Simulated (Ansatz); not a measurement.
# ClF₂GeI: small, medium and large basis sets

An exercise on one series of results from a longer session: the logs are not shown, and one member is left open.

Program: Ansatz 0.2.0, Gaussian basis. Level of theory: one geometry, several basis sets. These are calculated values, not measurements.

Levels to be run: PBE0-D4/def2-SVP; ωB97M-V/def2-SVP; PBE0-D4/def2-QZVPP; ωB97M-V/def2-QZVPP; the functionals' def2-TZVPP values are taken from earlier runs.

## Structure used throughout

An earlier PBE0-D4 in a triple-zeta def2 set relaxation fixed the geometry. I takes the def2 core potential; no spin-orbit term is included.

5 atoms, charge 0, spin multiplicity 1.

Atoms are counted from 1 here; the program's logs count them from 0.

Bond lengths: F1–Ge2 1.711 Å, Ge2–F3 1.711 Å, Ge2–Cl4 2.107 Å, Ge2–I5 2.454 Å. Angles: F1–Ge2–F3 105.2°, F1–Ge2–Cl4 108.0°, F1–Ge2–I5 110.3°, F3–Ge2–Cl4 108.0°, F3–Ge2–I5 110.3°, Cl4–Ge2–I5 114.6°.

Set-up of the first run:

in.yaml reads:

```yaml
crystal:
  periodic: [false, false, false]
  atoms:
    - {symbol: F, position_ang: [1.325391, -1.090978, 0.451028]}
    - {symbol: Ge, position_ang: [0.004901, -0.078261, 0.053799]}
    - {symbol: F, position_ang: [-0.862135, 0.122805, 1.514929]}
    - {symbol: Cl, position_ang: [-1.230384, -1.118601, -1.299091]}
    - {symbol: I, position_ang: [0.812027, 2.091336, -0.762164]}
basis:
  gaussian: {orbitals: def2-SVP}
hamiltonian: {xc: pbe0, dispersion: d4}
output: {orbitals: {seedname: orbitals}}
```

On the command line:

```console
$ ansatz run in.yaml --threads 4 --pin off --events-out ev --progress --plain --max-ram 10444MiB
```

Among the steps run: PBE0-D4 in def2-SVP; ωB97M-V in def2-SVP; PBE0-D4 in def2-QZVPP; ωB97M-V in def2-QZVPP.

One table of the session follows, with a row left open; its other results are not shown here.

It belongs to the step «Functionals by basis». 

```
functional       basis  HOMO (eV)  LUMO (eV)
   PBE0-D4    def2-SVP      -8.67      -2.36
   PBE0-D4  def2-TZVPP          ?          ?
   PBE0-D4  def2-QZVPP      -8.74      -2.48
   ωB97M-V    def2-SVP     -10.79      -0.27
   ωB97M-V  def2-TZVPP     -10.87      -0.44
   ωB97M-V  def2-QZVPP     -10.90      -0.52
```

**Question.** Estimate the row for PBE0-D4, def2-TZVPP.

The run gave: HOMO (eV): -8.72; LUMO (eV): -2.44. In the column «HOMO (eV)» it lies between PBE0-D4, def2-QZVPP (-8.74) and PBE0-D4, def2-SVP (-8.67).
